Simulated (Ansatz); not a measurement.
The system is Cd2S.

```xyz
3
Lattice="3.9627 0.0000 0.0000 -1.9813 3.4318 0.0000 0.0000 0.0000 5.8092" Properties=species:S:1:pos:R:3 pbc="T T T"
Cd    0.0000    2.2878    5.4183
Cd    1.9813    1.1439    3.3620
S     0.0000    2.2878    2.1245
```

The cell comes from a database or a generator and needn't be the stable form of this composition.

Base run:

```yaml
Program: Ansatz 0.2.0
Functional: PBE0 form with a typed share of exact exchange
Potentials_or_basis: Ansatz PAW
Cutoff: "420 eV (not typed: the program's choice for these potentials)"
k_mesh: 5 × 5 × 3
Occupations: fermi-dirac, width 0.05 eV
Spin: no spin polarisation
```

Its results: band gap on the k mesh 2.13 eV, indirect (least direct gap 2.25 eV); pressure -2.0 GPa; largest force 0.314 eV/Å.

**Question.** After a change of settings the same cell gave: band gap on the k mesh 1.85 eV, indirect (least direct gap 2.07 eV); pressure -1.6 GPa; largest force 0.237 eV/Å. Which change was it?
A. share of exact exchange from 0.35 to 0.1
B. share of exact exchange from 0.35 to 0.5
C. share of exact exchange from 0.35 to 0
D. functional from PBE0 form with a typed share of exact exchange to PBE0; share of exact exchange from 0.35 to 0.25

**Answer.** D.

Caveats: odd divisions of the mesh miss points on the zone boundary, where band edges often lie, so the gap on the mesh can be too wide; the PAW data sets come from PBE, with cores solved anew for the run's functional, which leaves a small shift of forces and pressure; the thresholds are loose for stress.
